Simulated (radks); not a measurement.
# Lu⁴⁴⁺ in [Ar] 3d9: an all-electron calculation

One table from this session's results is given with a row withheld; the runs are named, their logs left out.

Method: Dirac Kohn-Sham, LDA (Slater exchange, Perdew-Zunger correlation), spin-unpolarised, spherical densities, finite nucleus; open shells fill j = l - 1/2 first. Code: radks (a radial shooting solver on a logarithmic mesh, Libxc functionals) version 1.

### The atom as given

| Item | Value |
| --- | --- |
| element | lutetium (Z = 71) |
| charge | +44 |
| electrons | 27 |
| configuration | [Ar] 3d9 |
| nuclear rms radius | 5.37 fm |

Set-up of the first run:

Settings of this run:

```text
Z 71
configuration [Ar] 3d9 4s0 4p0 4d0 4f0
relativity Dirac
functional lda,pz
spin unpolarised
j_filling energy
nucleus finite rms 5.37 fm
c 137.035999084
```

Run with:

```
python run_ks.py task.json out
```

The same process makes all the runs of this session.

Steps of the session up to this table: Self-consistent calculation.

One of the session's tables, all rows but one given; the rest of the session is left out.

It belongs to the step «Orbitals and density». From the orbitals of this run (lengths in bohr):

```
level      <r>  outermost maximum (interpolated)  90 % within  nodes
1s1/2  0.01933                            0.0121       0.0351      0
2s1/2  0.08108                            0.0695        0.126      1
2p1/2  0.06722                            0.0518        0.111      0
2p3/2        ?                                 ?            ?      ?
3s1/2   0.2071                             0.193        0.303      2
3p1/2   0.1964                             0.181        0.294      1
3p3/2   0.2093                             0.194        0.312      1
3d3/2   0.1824                             0.151        0.282      0
3d5/2   0.1863                             0.155        0.287      0
4s1/2   0.4071                             0.405        0.575      3
4p1/2   0.4021                             0.399        0.574      2
4p3/2   0.4199                             0.419        0.598      2
4d3/2   0.4040                             0.398        0.587      1
4d5/2   0.4090                             0.404        0.594      1
4f5/2   0.3720                             0.328        0.545      0
4f7/2   0.3741                             0.330        0.547      0
```

Estimate the missing values for 2p3/2.

**Answer.** <r>: 0.07477; outermost maximum (interpolated): 0.0583; 90 % within: 0.121; nodes: 0. In the column «<r>» it lies between 2p1/2 (0.06722) and 2s1/2 (0.08108).

Limits of these values: Spin polarisation and multiplet splitting are left out.
